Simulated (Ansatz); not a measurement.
# Ta12HF in Ansatz: reference runs

Reference runs on Ta12HF: the cell as given.

Program: Ansatz 0.2.0. These are calculated values, not measurements. Logs are shortened: lines on timing, memory, paths and dates and some standing lists are left out, and cuts for length are marked.

## Step 1: The cell of the first run

The cell holds a slab with vacuum, 14 atoms: a = 5.720 Å, b = 5.720 Å, c = 23.601 Å, α = 90.00°, β = 90.00°, γ = 109.47°.

## Step 2: Single point, PBE

File input.yaml:

```yaml
crystal:
  lattice:
    - [5.720201715, 0.0, 0.0]
    - [-1.906733905, 5.3930578966, 0.0]
    - [0.0, 0.0, 23.6006251426]
  atoms:
    - { symbol: Ta, position: [0.25, 0.25, 0.3389740717] }
    - { symbol: Ta, position: [0.25, 0.75, 0.3389740717] }
    - { symbol: Ta, position: [0.75, 0.25, 0.3389740717] }
    - { symbol: Ta, position: [0.75, 0.75, 0.3389740717] }
    - { symbol: Ta, position: [0.5, 0.5, 0.4379232545] }
    - { symbol: Ta, position: [0.5, 0.0, 0.4379232545] }
    - { symbol: Ta, position: [0.0, 0.5, 0.4379232545] }
    - { symbol: Ta, position: [0.0, 0.0, 0.4379232545] }
    - { symbol: Ta, position: [0.75, 0.75, 0.5368724373] }
    - { symbol: Ta, position: [0.75, 0.25, 0.5368724373] }
    - { symbol: Ta, position: [0.25, 0.75, 0.5368724373] }
    - { symbol: Ta, position: [0.25, 0.25, 0.5368724373] }
    - { symbol: F, position: [1.0, 0.5, 0.6567887524] }
    - { symbol: H, position: [1.0, 0.5, 0.6173787794] }
hamiltonian:
  xc: pbe
  pseudopotentials: { kind: paw }
kpoints:
  mp_grid: { grid: [5, 5, 1] }
scf:
  occupations: { method: fermi_dirac, width: 0.05 }
output:
  forces: true
  eigenvalues: true
efield:
  axis: 3
  dipole_correction: true
  ramp_width: 0.04
```

Potentials or basis: Ansatz PAW.

Command:

```sh
> ansatz run input.yaml --threads 4 --pin off --max-ram 11264MiB --backend cpu --events-out ev --progress --plain --runs-dir out
```

The program printed:

```text
Warning: RAYON_NUM_THREADS=4 ignored (pool sized by the plan → 4); use --threads N
Engine: ansatz 0.2.0, aarch64-unknown-linux-gnu
Pseudopotentials: kind: paw
Pseudopotential: Ta, paw, valence charge 13, recommended cutoff 420 eV (normal), Ta.paw.azcp
Pseudopotential: F, paw, valence charge 7, recommended cutoff 420 eV (normal), F.paw.azcp
Pseudopotential: H, paw, valence charge 1, recommended cutoff 420 eV (normal), H.paw.azcp
Functional definition: PBE
  parameter kappa = 0.804
  parameter beta = 0.06672455060314922
  exchange = pbe_x(kappa = kappa, mu = beta*pi^2/3)
  correlation = pbe_c(beta = beta)
Crystal: 14 atoms, lattice volume = 728.065 Å³
Basis set: ecut = 420 eV, 14267 PW (Γ), exchange–correlation on 80×80×320 points (8 copies of the dense FFT grid, shifted against one another)
Bands: 99, of which v1, the nominal top of the filled ones, is band 82 counted from 1 (81 counted from 0)
Symmetry: 4 space group operations
Space group: Cmm2 (ITA 35), of the structure as read, at distance tolerance 9.0e-5 Å
k-points: 9 of 25
Non-local potential: Ta, projectors of the file, l = 0: 3, l = 1: 2, l = 2: 2, l = 3: 1
Non-local potential: F, projectors of the file, l = 0: 2, l = 1: 2, l = 2: 1
Non-local potential: H, projectors of the file, l = 0: 2, l = 1: 1
PAW form: soft (Blöchl's): semilocal exchange-correlation on the pseudo side does not see the compensation charge
PAW one-centre angular grid: Ta, 590 points (default); XC on 64 Gauss nodes
PAW one-centre angular grid: F, 110 points (default); XC on 64 Gauss nodes
PAW one-centre angular grid: H, 110 points (default); XC on 64 Gauss nodes
Initial density: superposition of atomic densities (neutral atoms: chi_scale 0, normalization atom), corrected by the library's trained network
Initial wavefunctions: pseudopotential atomic-orbital guess
Functional: x = pbe(κ = 0.804, μ = 0.2195149727645171), c = pbe(β = 0.06672455060314922)
SCF iter   1: F=—  HF=-120002.108988 eV  |F-HF|=—  |Δ(HF+E_count)|=         —  Δρ=3.97e-3  dr2=5.41e-1  ethr=1.77e-3  p=-0.193 e·Å  D=-4.80e-2 V/Å  ΔV_dip=1.13 eV  dr2_dipole=6.46e-2  V_vac-E_F(+/−)=5.97/4.84 eV  ⟨swp⟩=11.0  Hψ=4219  notcnv=0  defer=7
efield: sawtooth ramp at fractional position 0.9779 (placed from the atoms, in the widest stretch of the axis that holds none; the zero of the levels goes with the place), width 0.0400; the density the first Hamiltonian is built on has a dipole p = -0.193 e·Å; the dipole correction subtracts the counter field D = -4.80e-2 V/Å, which shifts the + side's vacuum level by +1.13 eV against the − side's; the planar-averaged density in the ramp window peaks in size at 2.6e-5 e/Å³
preconditioner: auto → LDOS  [metal: Δε(μ)=0.040 eV  Ē_g=3.903 eV  σ=0.050 eV  W_gap=0.19  n_scr=106 (ndim 8)  ℏωp=11.2 eV  f_vac=0.591  D(μ)=13.85/eV (n_scr^D=74)  β→1.0]
SCF iter   2: F=—  HF=-120002.082946 eV  |F-HF|=—  |Δ(HF+E_count)|=   2.60e-2  Δρ=1.26e-3  dr2=2.66e-2  ethr=3.30e-4  p=-0.225 e·Å  D=-5.59e-2 V/Å  ΔV_dip=1.32 eV  dr2_dipole=5.99e-4  V_vac-E_F(+/−)=6.11/4.79 eV  ⟨swp⟩=3.4  Hψ=1424  notcnv=0  defer=37
SCF iter   3: F=—  HF=-120002.084169 eV  |F-HF|=—  |Δ(HF+E_count)|=   1.22e-3  Δρ=5.59e-4  dr2=5.86e-3  ethr=1.62e-5  p=-0.222 e·Å  D=-5.51e-2 V/Å  ΔV_dip=1.30 eV  dr2_dipole=1.05e-4  V_vac-E_F(+/−)=6.15/4.85 eV  ⟨swp⟩=2.7  Hψ=1465  notcnv=0  defer=38
SCF iter   4: F=—  HF=-120002.084048 eV  |F-HF|=—  |Δ(HF+E_count)|=   1.21e-4  Δρ=2.05e-4  dr2=4.88e-4  ethr=3.57e-6  p=-0.223 e·Å  D=-5.53e-2 V/Å  ΔV_dip=1.31 eV  dr2_dipole=6.97e-5  V_vac-E_F(+/−)=6.15/4.84 eV  ⟨swp⟩=2.6  Hψ=1162  notcnv=0  defer=38
SCF iter   5: F=—  HF=-120002.084050 eV  |F-HF|=—  |Δ(HF+E_count)|=   2.24e-6  Δρ=5.28e-5  dr2=1.87e-5  ethr=2.98e-7  p=-0.222 e·Å  D=-5.52e-2 V/Å  ΔV_dip=1.30 eV  dr2_dipole=1.19e-6  V_vac-E_F(+/−)=6.14/4.84 eV  ⟨swp⟩=2.9  Hψ=1325  notcnv=0  defer=36
SCF iter   6: F=—  HF=-120002.083707 eV  |F-HF|=—  |Δ(HF+E_count)|=   3.43e-4  Δρ=1.65e-5  dr2=5.64e-6  ethr=1.14e-8  p=-0.222 e·Å  D=-5.51e-2 V/Å  ΔV_dip=1.30 eV  dr2_dipole=2.95e-9  V_vac-E_F(+/−)=6.14/4.84 eV  ⟨swp⟩=3.1  Hψ=1672  notcnv=0  defer=36
SCF iter   7: F=—  HF=-120002.083709 eV  |F-HF|=—  |Δ(HF+E_count)|=   2.32e-6  Δρ=4.03e-6  dr2=1.54e-7  ethr=3.44e-9  p=-0.222 e·Å  D=-5.51e-2 V/Å  ΔV_dip=1.30 eV  dr2_dipole=5.78e-10  V_vac-E_F(+/−)=6.14/4.84 eV  ⟨swp⟩=2.0  Hψ=1156  notcnv=0  defer=36
SCF iter   8: F=-120002.083710 eV  HF=-120002.083710 eV  |F-HF|=2.86e-8  |Δ(HF+E_count)|=   3.24e-7  Δρ=1.22e-6  dr2=2.22e-8  ethr=6.10e-11  p=-0.222 e·Å  D=-5.51e-2 V/Å  ΔV_dip=1.30 eV  dr2_dipole=1.54e-9  V_vac-E_F(+/−)=6.14/4.84 eV  ⟨swp⟩=17.3  Hψ=4346  notcnv=0
SCF 1 converged in 8 iterations: F = -120002.083710 eV  dr2 = 2.22e-8
SCF converged after 8 iterations
Free energy (F): -120002.083710 eV
Harris-Foulkes:  -120002.083710 eV  (|F-HF|=2.86e-8)
Internal energy: -120001.972219 eV  (E = F + TS)
E sigma→0 (E₀):  -120002.027964 eV
Entropy (-TS):   -0.111491 eV (-7.964 meV/atom)
Fermi energy:    2.024164 eV
Dipole field:    D = -0.055110 V/Å  (p = -0.221737 e·Å, saw-weighted, corrected)
Work function:   Φ+ = 6.1435 eV   Φ− = 4.8429 eV
Levels:          The Fermi level and band energies are counted from a zero that moves with the ramp; work functions are not
--- Per-component energies (eV) ---
  E_band       = -3926.250003
  E_kinetic    = 4584.806905
  E_local      = -152003.035087  (includes V_loc(G=0)·N_el)
  E_nonlocal   = 253.241402
  E_hartree    = 73604.060098
  E_xc         = -2694.306391
  E_vxc        = -2541.083862  (∫ρ·V_xc dr)
  E_paw        = -100957.609701  (= ΣΔE_a)
  E_vpaw       = -1417.726254  (= ΣTr[D̂ρ^β])
  E_aug_tail   = 0.002597  (compensation charges beyond the density's cutoff)
  E_efield     = 0.006110  (sawtooth field / dipole correction)
  E_vefield    = -10.551022  (∫n·V_field dr)
  E_ewald      = 57210.861848
  E_smearing   = -0.111491  (= −TS)
  E_closure    = 0.000000  (closes the sum)
  Σ components = -120002.083710   (vs F -120002.083710, Δ=0.00e0)
--- Forces (eV/Å), atoms counted from 1 ---
  atom   1  Ta     0.00619437    -0.00438008     0.32102300
  atom   2  Ta    -0.00409117    -0.00578578     0.31744204
  atom   3  Ta     0.00409117     0.00578578     0.31744204
  atom   4  Ta    -0.00619437     0.00438008     0.32102300
  atom   5  Ta     0.00000000     0.00000000     0.03698376
  atom   6  Ta     0.00000000     0.00000000     0.01449218
  atom   7  Ta    -0.00000000     0.00000000    -0.00251762
  atom   8  Ta     0.00000000     0.00000000     0.03698376
  atom   9  Ta     0.01038912    -0.00734622    -0.39261341
  atom  10  Ta    -0.05160432    -0.07297953    -0.54140295
  atom  11  Ta     0.05160432     0.07297953    -0.54140295
  atom  12  Ta    -0.01038912     0.00734622    -0.39261341
  atom  13  F      0.00000000     0.00000000     2.15186867
  atom  14  H     -0.00000000     0.00000000    -1.64656535
  max |Σ_I F_I| component: 1.43e-4 eV/Å
--- Band table (eV; the first three rows and the last of 9) ---
  k-point 0: bands = ["-65.4718", "-65.4659", "-65.4249", "-65.4102", "-65.4095", "-65.3818", "-65.3692", "-65.3580", "-65.1847", "-65.1343", "-65.1310", "-65.0864", "-32.4464", "-32.4368", "-32.4312", "-32.3852", "-32.3810", "-32.3477", "-32.3448", "-32.3407", "-32.3406", "-32.1500", "-32.1201", "-32.0962", "-32.0630", "-32.0200", "-32.0022", "-31.9912", "-31.9421", "-31.8331", "-31.8240", "-31.6833", "-31.6794", "-31.6702", "-31.6402", "-31.5844", "-31.5164", "-31.5156", "-31.5076", "-31.4443", "-31.4200", "-31.4132", "-31.3983", "-31.3955", "-31.2763", "-31.2754", "-31.2747", "-31.2256", "-22.5650", "-6.2118", "-5.2126", "-3.5983", "-2.5448", "-2.3373", "-2.2943", "-1.9619", "-1.9592", "-1.8160", "-1.7960", "-1.7906", "-1.4642", "-1.3000", "-0.9852", "-0.9816", "-0.9676", "0.4007", "0.4949", "0.5018", "0.5032", "0.5082", "0.5499", "0.5676", "0.5956", "1.1301", "1.2893", "1.6207", "1.8035", "1.8060", "1.8783", "2.1751", "2.4028", "2.5146", "2.6083", "3.0298", "3.1963", "3.2736", "3.3532", "3.5573", "3.6370", "3.8398", "4.6176", "4.6469", "4.6530", "4.6545", "5.2699", "5.3521", "5.3912", "5.4943", "5.5232"]
  k-point 1: bands = ["-65.4660", "-65.4607", "-65.4264", "-65.4156", "-65.4059", "-65.3823", "-65.3731", "-65.3616", "-65.1797", "-65.1379", "-65.1279", "-65.0908", "-32.4115", "-32.3993", "-32.3681", "-32.3615", "-32.3414", "-32.3324", "-32.3158", "-32.3008", "-32.2603", "-32.1328", "-32.1221", "-32.1048", "-32.0489", "-32.0482", "-32.0166", "-31.9834", "-31.9550", "-31.8420", "-31.8078", "-31.7018", "-31.6815", "-31.6702", "-31.6515", "-31.6501", "-31.5808", "-31.5134", "-31.4763", "-31.4511", "-31.4507", "-31.4411", "-31.4351", "-31.4169", "-31.3370", "-31.3323", "-31.2743", "-31.2511", "-22.5650", "-6.1956", "-4.9080", "-3.2946", "-2.3484", "-2.2939", "-2.2116", "-2.1783", "-1.7621", "-1.6995", "-1.5955", "-1.5306", "-1.2186", "-1.1569", "-0.9249", "-0.6802", "-0.5967", "0.4245", "0.4859", "0.5968", "0.6198", "0.6431", "0.6457", "0.7446", "0.7789", "0.9638", "1.3200", "1.4920", "1.5405", "1.5885", "1.7491", "2.1172", "2.1329", "2.2813", "2.5151", "2.6681", "2.7820", "2.8426", "2.8819", "2.9723", "3.4564", "3.8893", "3.9331", "4.0062", "4.7026", "4.8429", "5.0140", "5.0702", "5.1919", "5.3405", "5.3598"]
  k-point 2: bands = ["-65.4510", "-65.4474", "-65.4347", "-65.4305", "-65.3958", "-65.3832", "-65.3791", "-65.3703", "-65.1668", "-65.1507", "-65.1166", "-65.1024", "-32.3545", "-32.3122", "-32.3062", "-32.2992", "-32.2988", "-32.2593", "-32.2541", "-32.1987", "-32.1828", "-32.1364", "-32.0863", "-32.0673", "-32.0562", "-32.0398", "-31.9560", "-31.9365", "-31.9151", "-31.8911", "-31.8611", "-31.8323", "-31.8041", "-31.7369", "-31.7203", "-31.5947", "-31.5889", "-31.5487", "-31.5168", "-31.5035", "-31.4818", "-31.4776", "-31.4701", "-31.4667", "-31.4380", "-31.4222", "-31.2713", "-31.2646", "-22.5649", "-6.1762", "-4.0742", "-3.0083", "-2.5713", "-2.3129", "-2.2799", "-1.8799", "-1.4039", "-1.1299", "-1.0843", "-0.9761", "-0.8566", "-0.8554", "-0.5895", "-0.0031", "0.1207", "0.3478", "0.3972", "0.5107", "0.5470", "0.6658", "0.6952", "0.9151", "1.0921", "1.2488", "1.2703", "1.3299", "1.3600", "1.4336", "1.4943", "1.6099", "1.7259", "1.7595", "1.9276", "1.9647", "1.9951", "2.3510", "2.6034", "2.7478", "3.2602", "3.4552", "3.5371", "3.8144", "3.9011", "4.3067", "4.3688", "4.4070", "5.0075", "5.1556", "5.1771"]
  k-point 8: bands = ["-65.4405", "-65.4343", "-65.4250", "-65.4103", "-65.4095", "-65.4041", "-65.3865", "-65.3819", "-65.1511", "-65.1341", "-65.1309", "-65.1205", "-32.2908", "-32.2186", "-32.2162", "-32.2094", "-32.2067", "-32.2039", "-32.1027", "-32.0854", "-32.0767", "-32.0702", "-32.0517", "-32.0219", "-32.0178", "-32.0051", "-31.9219", "-31.8567", "-31.8507", "-31.8398", "-31.8301", "-31.8277", "-31.8251", "-31.7891", "-31.7642", "-31.7611", "-31.7277", "-31.7198", "-31.7165", "-31.5620", "-31.5372", "-31.5130", "-31.5092", "-31.4987", "-31.4897", "-31.4727", "-31.4588", "-31.4158", "-22.5649", "-6.1723", "-3.6750", "-2.4169", "-2.3343", "-2.3058", "-2.0616", "-1.5351", "-1.5339", "-1.1202", "-1.1093", "-0.7342", "-0.7240", "-0.7043", "0.0035", "0.2173", "0.2278", "0.6289", "0.6417", "0.6623", "0.7227", "0.7334", "1.1066", "1.2882", "1.3686", "1.3972", "1.4961", "1.5325", "1.6487", "1.6876", "1.7394", "1.9044", "2.1568", "2.1764", "2.1773", "2.2609", "2.2668", "2.3037", "2.3367", "2.8965", "2.9046", "3.0404", "3.2000", "3.4870", "3.5279", "3.7223", "3.7553", "3.9195", "4.2037", "4.2525", "4.2595"]
```

It took 18 s on 4 threads of Arm Neoverse V1, shared host; peak memory 1.7 GiB.

Results:

- Free energy: -120002.0837 eV
- Largest force: 2.152 eV/Å
- Band gap on the k mesh: none (metal or under the smearing width)
- Work function of the upper face: 6.14 eV
- Work function of the lower face: 4.84 eV
- Dipole across the slab: -0.222 e·Å

Forces in eV/Å, atoms in the order of the input:
```
Ta   0.006 -0.004  0.321
Ta  -0.004 -0.006  0.317
Ta   0.004  0.006  0.317
Ta  -0.006  0.004  0.321
Ta   0.000  0.000  0.037
Ta   0.000  0.000  0.014
Ta   0.000  0.000 -0.003
Ta   0.000  0.000  0.037
Ta   0.010 -0.007 -0.393
Ta  -0.052 -0.073 -0.541
Ta   0.052  0.073 -0.541
Ta  -0.010  0.007 -0.393
F    0.000  0.000  2.152
H    0.000  0.000 -1.647
```
